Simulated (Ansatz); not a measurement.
# C2H8N2OSi: the cost of one run

Program: Ansatz 0.2.0. Level of theory: RKS B3LYP-D4/STO-3G. These are calculated values, not measurements.

## 1. The structure to begin with

Bond lengths: N1–C2 1.270 Å, C2–C3 1.512 Å, C3–O4 1.472 Å, C2–N5 1.358 Å, N5–Si6 1.659 Å, N1–H7 1.036 Å, C3–H8 1.123 Å, C3–H9 1.149 Å, O4–H10 1.014 Å, N5–H11 1.038 Å, Si6–H12 1.455 Å, Si6–H13 1.493 Å, Si6–H14 1.470 Å. Angles (14 of 20 angles, heavy atoms first): N1–C2–C3 115.8°, N1–C2–N5 126.3°, C3–C2–N5 117.8°, C2–C3–O4 114.3°, C2–N5–Si6 122.9°, C2–N1–H7 110.9°, C2–C3–H8 111.5°, C2–C3–H9 112.5°, O4–C3–H8 103.3°, O4–C3–H9 107.5°, C3–O4–H10 99.6°, C2–N5–H11 117.8°, Si6–N5–H11 113.6°, N5–Si6–H12 111.8°.

Structure file:

```xyz
14

N     0.1113    0.3738   -1.4660
C     0.2361    0.1653   -0.2193
C     1.5869    0.4983    0.3721
O     2.3344    1.5273   -0.3684
N    -0.7028   -0.3657    0.6050
Si   -2.0885   -1.0870    0.0473
H     0.9709    0.8005   -1.8565
H     2.2758   -0.3883    0.3488
H     1.5158    0.8418    1.4661
H     1.6786    2.2975   -0.2963
H    -0.3906   -0.7223    1.5289
H    -2.8970   -0.1691   -0.7407
H    -2.9042   -1.4593    1.2415
H    -1.7395   -2.3420   -0.6337
```

## 2. Relaxing end A

Input file input.yaml:

```yaml
crystal:
  periodic: [false, false, false]
  atoms:
    - { symbol: "N", position_ang: [0.1113, 0.3738, -1.466] }
    - { symbol: C, position_ang: [0.2361, 0.1653, -0.2193] }
    - { symbol: C, position_ang: [1.5869, 0.4983, 0.3721] }
    - { symbol: O, position_ang: [2.3344, 1.5273, -0.3684] }
    - { symbol: "N", position_ang: [-0.7028, -0.3657, 0.605] }
    - { symbol: Si, position_ang: [-2.0885, -1.087, 0.0473] }
    - { symbol: H, position_ang: [0.9709, 0.8005, -1.8565] }
    - { symbol: H, position_ang: [2.2758, -0.3883, 0.3488] }
    - { symbol: H, position_ang: [1.5158, 0.8418, 1.4661] }
    - { symbol: H, position_ang: [1.6786, 2.2975, -0.2963] }
    - { symbol: H, position_ang: [-0.3906, -0.7223, 1.5289] }
    - { symbol: H, position_ang: [-2.897, -0.1691, -0.7407] }
    - { symbol: H, position_ang: [-2.9042, -1.4593, 1.2415] }
    - { symbol: H, position_ang: [-1.7395, -2.342, -0.6337] }
basis:
  gaussian: { orbitals: STO-3G }
hamiltonian:
  xc: b3lyp
  dispersion: d4
relax:
  f_tol: 0.015
  max_steps: 40
```

Run with:

```
> ansatz run input.yaml --threads 1 --pin off --max-ram 2048MiB --backend cpu --events-out ev --progress --plain --runs-dir out
```

Q: Estimate wall time and peak memory on 1 thread of Arm Neoverse V1, shared host.

About 44 s, with a peak of 0.15 GiB.
